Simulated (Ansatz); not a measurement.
**One shape, several levels: AlNH2ClF (SMILES [NH2][Al]([F])[Cl])**

We compute a comparison of 6 runs (B3LYP/6-31G*, B2PLYP/aug-cc-pVDZ, BHLYP/aug-cc-pVDZ, BLYP/aug-cc-pVDZ, SVWN5/aug-cc-pVDZ, CCSD(T)/aug-cc-pVDZ) of AlNH2ClF. 

The calculation is run with Ansatz 0.2.0.

98 further runs of the same task are left out: 98 set aside as unsound or not needed. Runs told in other sessions of the task aren't counted.

## 1. Starting point

The species is AlNH2ClF (6 atoms), meant as a singlet with charge 0. As SMILES, `[NH2][Al]([F])[Cl]`. The N1–H5 distance was set to 1.510 Å, away from the relaxed value. At this shape a bond of the SMILES string is far longer than usual.

Bond lengths: N1–Al2 1.746 Å, Al2–F3 1.641 Å, Al2–Cl4 2.079 Å, N1–H6 1.006 Å. Angles: N1–Al2–F3 119.8°, N1–Al2–Cl4 121.2°, F3–Al2–Cl4 119.0°, Al2–N1–H6 124.3°. A long bond or contact: N1–H5 1.510 Å.

## 2. The energy at B3LYP/6-31G(d) (Cartesian functions) (run 1)

input.yaml

```yaml
crystal:
  periodic: [false, false, false]
  atoms:
    - {symbol: N, position_ang: [-0.291616, 0.643119, -0.351130]}
    - {symbol: Al, position_ang: [-0.026816, -1.078581, -0.233030]}
    - {symbol: F, position_ang: [0.862484, -1.684981, 1.005770]}
    - {symbol: Cl, position_ang: [-0.820416, -2.388881, -1.638930]}
    - {symbol: H, position_ang: [0.246300, 1.661500, 0.624800]}
    - {symbol: H, position_ang: [-0.824416, 1.086519, -1.080230]}
basis:
  gaussian:
    orbitals: "6-31G*"
hamiltonian:
  xc: {name: B3LYP}
accuracy: high
output: {orbitals: {seedname: orbitals}}
```

Started as:

```sh
ansatz run input.yaml --threads 1 --pin off --max-ram 3480MiB --events-out events.jsonl --progress --plain --runs-dir runs
```

What it wrote:

```text
Warning: RAYON_NUM_THREADS=1 ignored (pool sized by the plan → 1); use --threads N
Functional definition: B3LYP
  name "B3LYP"
  parameter a0 = 0.2
  parameter ax = 0.72
  parameter ac = 0.81
  exchange = (1 - a0 - ax)*slater_x + ax*b88_x + a0*exact_x
  correlation = (1 - ac)*vwn_rpa_c + ac*lyp_c
1450 factors; integrals over basis functions are off by at most 6.5e-9 eV
mean field evaluation 1: about -23351.8495 eV, gradient 6.9e1 eV
mean field evaluation 2: about -23323.4925 eV, gradient 1.2e2 eV
mean field evaluation 4: about -23361.3702 eV, gradient 1.1e1 eV
mean field evaluation 8: about -23361.6050 eV, gradient 5.9e-1 eV
mean field evaluation 16: about -23361.6057 eV, gradient 5.8e-5 eV
mean field -23361.60571667 eV, -858.5231750225 hartree, gradient 5.0e-8 eV, S^2 0.000000; 0 other end points of the search recorded, 0 dependent functions left out
reference -23361.60575566 eV, -858.5231764552 hartree; 24, 24 occupied and 48, 48 virtual orbitals, 1450 factors
Total energy: -23361.60575566 eV, -858.5231764552 hartree
```

Run time: 5.7 s. Hardware: 1 thread of Arm Neoverse V2, shared host; peak memory 0.21 GiB.

## 3. A single-point energy at B2PLYP/aug-cc-pVDZ (run 2)

job.yaml

```yaml
crystal:
  periodic: [false, false, false]
  atoms:
    - {symbol: N, position_ang: [-0.291616, 0.643119, -0.351130]}
    - {symbol: Al, position_ang: [-0.026816, -1.078581, -0.233030]}
    - {symbol: F, position_ang: [0.862484, -1.684981, 1.005770]}
    - {symbol: Cl, position_ang: [-0.820416, -2.388881, -1.638930]}
    - {symbol: H, position_ang: [0.246300, 1.661500, 0.624800]}
    - {symbol: H, position_ang: [-0.824416, 1.086519, -1.080230]}
basis:
  gaussian:
    orbitals: aug-cc-pVDZ
hamiltonian:
  xc: {name: B2PLYP}
correlation:
  frozen_orbitals: {Al: 5, Cl: 5, F: 1, H: 0, "N": 1}
accuracy: high
output:
  orbitals: {seedname: orbitals}
```

Started as:

```sh
ansatz run job.yaml --threads 1 --pin off --max-ram 3480MiB --events-out events.jsonl --progress --plain --runs-dir runs
```

What it wrote (excerpt; [...] marks lines left out):

```text
Warning: RAYON_NUM_THREADS=1 ignored (pool sized by the plan → 1); use --threads N
Functional definition: B2PLYP
  name "B2PLYP"
[...]
2380 factors; integrals over basis functions are off by at most 3.4e-9 eV
[...]
mean field -23346.82314365 eV, -857.9799254842 hartree, gradient 2.7e-8 eV, S^2 0.000000; 0 other end points of the search recorded, 0 dependent functions left out
12 core orbitals not correlated: weight in the atoms' cores, before any rotation towards them, 1.000 or more for the frozen orbitals, at most 0.000 for the correlated occupied ones
reference -23346.82317234 eV, -857.9799265385 hartree; 12, 12 occupied and 94, 94 virtual orbitals, 2380 factors
second order -20.30134165 eV of doubles, -0.00000000 eV of singles
Total energy: -23352.30453459 eV, -858.1813628856 hartree
```

Wall time 21 s (1 thread of Arm Neoverse V2, shared host); peak memory 0.44 GiB.

## 4. A single-point energy at BHLYP/aug-cc-pVDZ (run 3)

input.yaml

```yaml
crystal:
  periodic: [false, false, false]
  atoms:
    - symbol: "N"
      position_ang: [-0.291616, 0.643119, -0.351130]
    - symbol: Al
      position_ang: [-0.026816, -1.078581, -0.233030]
    - symbol: F
      position_ang: [0.862484, -1.684981, 1.005770]
    - symbol: Cl
      position_ang: [-0.820416, -2.388881, -1.638930]
    - symbol: H
      position_ang: [0.246300, 1.661500, 0.624800]
    - symbol: H
      position_ang: [-0.824416, 1.086519, -1.080230]
basis:
  gaussian:
    orbitals: aug-cc-pVDZ
accuracy: high
output:
  orbitals: {seedname: orbitals}
hamiltonian:
  xc: {name: BHLYP}
```

Started as:

```sh
ansatz run input.yaml --threads 1 --pin off --max-ram 3480MiB --events-out events.jsonl --progress --plain --runs-dir runs
```

What it wrote:

```text
Warning: RAYON_NUM_THREADS=1 ignored (pool sized by the plan → 1); use --threads N
Functional definition: BHLYP
  name "BHLYP"
  parameter a = 0.5
  exchange = (1 - a)*b88_x + a*exact_x
  correlation = lyp_c
2380 factors; integrals over basis functions are off by at most 3.4e-9 eV
mean field evaluation 1: about -23352.0460 eV, gradient 6.4e1 eV
mean field evaluation 2: about -23343.9859 eV, gradient 8.5e1 eV
mean field evaluation 4: about -23360.3937 eV, gradient 4.7e0 eV
mean field evaluation 8: about -23360.5939 eV, gradient 5.5e-1 eV
mean field evaluation 16: about -23360.5947 eV, gradient 4.2e-5 eV
mean field -23360.59473858 eV, -858.4860222630 hartree, gradient 2.6e-8 eV, S^2 0.000000; 0 other end points of the search recorded, 0 dependent functions left out
reference -23360.59476934 eV, -858.4860233934 hartree; 24, 24 occupied and 94, 94 virtual orbitals, 2380 factors
Total energy: -23360.59476934 eV, -858.4860233934 hartree
```

It took 15 s on 1 thread of Arm Neoverse V2, shared host; peak memory 0.45 GiB.

Runs 4 to 5 aren't shown in full; the table further down has their settings and results.

## 5. The energy at CCSD(T)/aug-cc-pVDZ (run 6)

input.yaml

```yaml
crystal:
  periodic: [false, false, false]
  atoms:
    - {symbol: N, position_ang: [-0.291616, 0.643119, -0.351130]}
    - {symbol: Al, position_ang: [-0.026816, -1.078581, -0.233030]}
    - {symbol: F, position_ang: [0.862484, -1.684981, 1.005770]}
    - {symbol: Cl, position_ang: [-0.820416, -2.388881, -1.638930]}
    - {symbol: H, position_ang: [0.246300, 1.661500, 0.624800]}
    - {symbol: H, position_ang: [-0.824416, 1.086519, -1.080230]}
basis:
  gaussian: {orbitals: aug-cc-pVDZ}
correlation: {method: ccsd_t, frozen_orbitals: {Al: 5, Cl: 5, F: 1, H: 0, "N": 1}}
accuracy: high
scf: {omitted_lower_state_checks: [cluster_reference, increment]}
```

Started as:

```sh
ansatz run input.yaml --threads 1 --pin off --max-ram 3480MiB --events-out events.jsonl --progress --plain --runs-dir runs
```

What it wrote (excerpt; [...] marks lines left out):

```text
Warning: RAYON_NUM_THREADS=1 ignored (pool sized by the plan → 1); use --threads N
Functional definition: HF
  name "HF"
[...]
2380 factors; integrals over basis functions are off by at most 3.4e-9 eV
[...]
mean field -23309.12123803 eV, -856.5944060079 hartree, gradient 1.2e-8 eV, S^2 0.000000; 0 other end points of the search recorded, 0 dependent functions left out
12 core orbitals not correlated: weight in the atoms' cores, before any rotation towards them, 1.000 or more for the frozen orbitals, at most 0.000 for the correlated occupied ones
reference -23309.12123803 eV, -856.5944060079 hartree; 12, 12 occupied and 94, 94 virtual orbitals, 2380 factors
second order -16.55678614 eV of doubles, -0.00000000 eV of singles
cycle   1  -16.75964719 eV  change   -2.0e-1 eV  update   1.0e-1
[...]
cycle  22  -17.25486416 eV  change   -2.0e-9 eV  update   2.0e-9
perturbative correction -0.50309536 eV, -0.0184884136 hartree
Total energy: -23326.87919756 eV, -857.2469989836 hartree
Checks for a lower state left out: cluster_reference, increment
```

Run time: 51 s. Hardware: 1 thread of Arm Neoverse V2, shared host; peak memory 1 GiB.

## 6. The series

```csv
run,level,Cartesian functions,frozen core orbitals,energy (Eh),HOMO energy (eV),LUMO energy (eV),HOMO–LUMO gap (eV),wall time
1,B3LYP/6-31G* (Cartesian functions),yes,–,-858.523176,-7.35,-1.93,5.42,5.7 s
2,B2PLYP/aug-cc-pVDZ,no,12,-858.181363,-9.23,-0.99,8.24,21 s
3,BHLYP/aug-cc-pVDZ,no,–,-858.486023,-9.27,-1.25,8.02,15 s
4,BLYP/aug-cc-pVDZ,no,–,-858.529926,-6.40,-3.01,3.39,14 s
5,SVWN5/aug-cc-pVDZ,no,–,-854.931929,-6.65,-3.13,3.52,7.2 s
6,CCSD(T)/aug-cc-pVDZ,no,12,-857.246999,–,–,–,51 s
```

## 7. Results

| quantity | value |
| --- | --- |
| run 6: total energy | -857.24700 Eh |
| run 6: correlation energy (12 core orbitals frozen) | -652.6 mEh |
| run 6: (T) correction | -18.49 mEh |
| run 6: T1 diagnostic | 0.014 |

Over runs 1, 2, 3, 4, 5 the HOMO–LUMO gap runs from 3.39 eV (BLYP/aug-cc-pVDZ) to 8.24 eV (B2PLYP/aug-cc-pVDZ). A double hybrid's value is that of its SCF part. Totals of different functionals can't be ranked against each other. In runs 1, 3, 4, 5 a closed-shell determinant meets a far-stretched bond; if it breaks into open shells, such a determinant describes it badly, and no broken-symmetry solution was shown. All runs together took 1.9 min, the longest 51 s.
